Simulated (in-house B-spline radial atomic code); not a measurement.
# W⁷³⁺: excited configurations

How much energy does it take to promote electrons of W⁷³⁺ to other shells? Each configuration is solved by itself and compared with the reference.

The numbers are computed with in-house B-spline radial atomic code version 1 (Dirac-Hartree-Fock, average of configuration, Fermi nucleus, basis-set limit), except any that are marked as measured or tabulated.

### Step 1. The atom as given

```
element       : tungsten (Z = 74)
charge        : +73
electrons     : 1
configuration : 1s1
Hamiltonian   : Dirac-Coulomb
nucleus       : Fermi, rms radius 5.366 fm
```

Input settings:

```ini
Z = 74
electrons = 1.0
configuration = 1s1
hamiltonian = dirac
method = hf
spin_polarised = False
nucleus = fermi
rms_radius = 5.3658
mass_number = 184
atomic_mass = 183.95093318
speed_of_light = 137.035999084
```

From the earlier run of the reference: total energy -2972.318186 hartree. Levels, eight at most:

```csv
orbital,occupation,energy (eV),<r> (bohr)
1s1/2,1,-80880.9,0.01814
```

### Step 2. Configuration 5f1

Input settings:

```ini
Z = 74
electrons = 1.0
configuration = 5f1
hamiltonian = dirac
method = hf
spin_polarised = False
nucleus = fermi
rms_radius = 5.3658
mass_number = 184
atomic_mass = 183.95093318
speed_of_light = 137.035999084
```

### Step 3. Run with 4d1

The settings differ from step 2 so:

```diff
@@ -2,3 +2,3 @@
 electrons = 1.0
-configuration = 5f1
+configuration = 4d1
 hamiltonian = dirac
```

### Step 4. Run with 4p1

The settings differ from step 3 so:

```diff
@@ -2,3 +2,3 @@
 electrons = 1.0
-configuration = 4d1
+configuration = 4p1
 hamiltonian = dirac
```

### Step 5. Run with 2s1

The settings differ from step 4 so:

```diff
@@ -2,3 +2,3 @@
 electrons = 1.0
-configuration = 4p1
+configuration = 2s1
 hamiltonian = dirac
```

### Step 6. Run with 4s1

The settings differ from step 5 so:

```diff
@@ -2,3 +2,3 @@
 electrons = 1.0
-configuration = 2s1
+configuration = 4s1
 hamiltonian = dirac
```

Before running: How far above the reference does each configuration lie (order and size, in eV)?

The runs gave:

| net move | configuration | energy above the reference (eV) | with Breit, QED, recoil (eV) | largest <r> (bohr) |
| --- | --- | --- | --- | --- |
| 1s → 2s | 2s1 | 60241.1 | 60136.8 | 0.0719 |
| 1s → 4s | 4s1 | 75906.8 | 75784.0 | 0.302 |
| 1s → 4p | 4p1 | 76044.8 | 75919.7 | 0.302 |
| 1s → 4d | 4d1 | 76150.0 | 76024.6 | 0.279 |
| 1s → 5f | 5f1 | 77876.8 | 77751.3 | 0.422 |

Quantum defects of the promoted electron, δ = n − ζ/√(−2ε) with ζ = 74 and ε its orbital energy in hartree:

| promotion | δ |
| --- | --- |
| 1s → 2s | 0.100 |
| 1s → 4s | 0.130 |
| 1s → 4p | 0.075 |
| 1s → 4d | 0.032 |
| 1s → 5f | 0.020 |

What this shows: The lowest of them is 1s → 2s at 60241.1 eV and the highest 1s → 5f at 77876.8 eV. Of those tabulated, the defect is largest for 4s (0.13) and least for 5f (0.02); at this charge much of the defect is relativistic. These are averages over configurations, without correlation, not spectroscopic levels.
